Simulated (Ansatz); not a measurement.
# Fe, space group P6_3/mmc: a dry run that shows the plan

Program: Ansatz 0.2.0 through its Python package.

The cells in order, each with its output:

**Cell 1**
```python
import warnings

import ansatz as az
from ase import Atoms
```

**Cell 2**
```python
warnings.simplefilter("ignore", az.DeckWarning)

atoms = Atoms(
    ["Fe", "Fe"],
    scaled_positions=[
        (1 / 3, 2 / 3, 0.25),
        (2 / 3, 1 / 3, 0.75),
    ],
    cell=[
        (2.347, 0.0, 0.0),
        (-1.1735, 2.032562, 0.0),
        (0.0, 0.0, 3.797),
    ],
    pbc=True,
)
atoms.set_initial_magnetic_moments([3.5, 3.5])
xtal = az.Crystal.from_ase(atoms)
```

**Cell 3**
```python
calc = (
    xtal.calculation()
    .spin("collinear")
    .occupations("Fermi-Dirac")
    .kpoints(mesh=(11, 11, 6))
    .functional("r2SCAN")
)
session = calc.session()
print("features:", ", ".join(session.active_features))
print("SCF threshold (eV):", session.dr2_threshold)
planned = session.plan(dry_run=True)
told = planned.describe()
for name in ("ecut_ev", "ecutrho_ev", "n_bands", "nominal_top_band", "n_pw_range", "fft_dense", "fft_smooth", "n_sym_ops", "cell_volume_ang3"):
    print(f"{name:18s} {told[name]}")
print("irreducible k-points and weights")
for k, weight in zip(told.kpoints_frac, told.kweights):
    print(f"  {k[0]:8.4f} {k[1]:8.4f} {k[2]:8.4f}  {weight:.5f}")
```
Output:
```text
features: FinerXcGrid, AnyPaw, Paw, Mgga, R2scan, FractionalOccupations, CollinearSpin
SCF threshold (eV): 1e-07
ecut_ev            500.0
ecutrho_ev         2000.0
n_bands            24
nominal_top_band   16
n_pw_range         [452, 482]
fft_dense          [18, 18, 30]
fft_smooth         [18, 18, 27]
n_sym_ops          24
cell_volume_ang3   18.11329618415831
irreducible k-points and weights
    0.0000   0.0000   0.0000  0.00138
    0.0000   0.0000   0.1667  0.00275
    0.0000   0.0000   0.3333  0.00275
    0.0000   0.0000  -0.5000  0.00138
    0.0000   0.0909   0.0000  0.00826
    0.0000   0.0909   0.1667  0.01653
    0.0000   0.0909   0.3333  0.01653
    0.0000   0.0909  -0.5000  0.00826
    0.0000   0.1818   0.0000  0.00826
    0.0000   0.1818   0.1667  0.01653
    0.0000   0.1818   0.3333  0.01653
    0.0000   0.1818  -0.5000  0.00826
    0.0000   0.2727   0.0000  0.00826
    0.0000   0.2727   0.1667  0.01653
    0.0000   0.2727   0.3333  0.01653
    0.0000   0.2727  -0.5000  0.00826
    0.0000   0.3636   0.0000  0.00826
    0.0000   0.3636   0.1667  0.01653
    0.0000   0.3636   0.3333  0.01653
    0.0000   0.3636  -0.5000  0.00826
    0.0000   0.4545   0.0000  0.00826
    0.0000   0.4545   0.1667  0.01653
    0.0000   0.4545   0.3333  0.01653
    0.0000   0.4545  -0.5000  0.00826
    0.0909   0.0909   0.0000  0.00826
    0.0909   0.0909   0.1667  0.01653
    0.0909   0.0909   0.3333  0.01653
    0.0909   0.0909  -0.5000  0.00826
    0.0909   0.1818   0.0000  0.01653
    0.0909   0.1818   0.1667  0.03306
    0.0909   0.1818   0.3333  0.03306
    0.0909   0.1818  -0.5000  0.01653
    0.0909   0.2727   0.0000  0.01653
    0.0909   0.2727   0.1667  0.03306
    0.0909   0.2727   0.3333  0.03306
    0.0909   0.2727  -0.5000  0.01653
    0.0909   0.3636   0.0000  0.01653
    0.0909   0.3636   0.1667  0.03306
    0.0909   0.3636   0.3333  0.03306
    0.0909   0.3636  -0.5000  0.01653
    0.0909   0.4545   0.0000  0.00826
    0.0909   0.4545   0.1667  0.01653
    0.0909   0.4545   0.3333  0.01653
    0.0909   0.4545  -0.5000  0.00826
    0.1818   0.1818   0.0000  0.00826
    0.1818   0.1818   0.1667  0.01653
    0.1818   0.1818   0.3333  0.01653
    0.1818   0.1818  -0.5000  0.00826
    0.1818   0.2727   0.0000  0.01653
    0.1818   0.2727   0.1667  0.03306
    0.1818   0.2727   0.3333  0.03306
    0.1818   0.2727  -0.5000  0.01653
    0.1818   0.3636   0.0000  0.01653
    0.1818   0.3636   0.1667  0.03306
    0.1818   0.3636   0.3333  0.03306
    0.1818   0.3636  -0.5000  0.01653
    0.2727   0.2727   0.0000  0.00826
    0.2727   0.2727   0.1667  0.01653
    0.2727   0.2727   0.3333  0.01653
    0.2727   0.2727  -0.5000  0.00826
    0.2727   0.3636   0.0000  0.00826
    0.2727   0.3636   0.1667  0.01653
    0.2727   0.3636   0.3333  0.01653
    0.2727   0.3636  -0.5000  0.00826
```
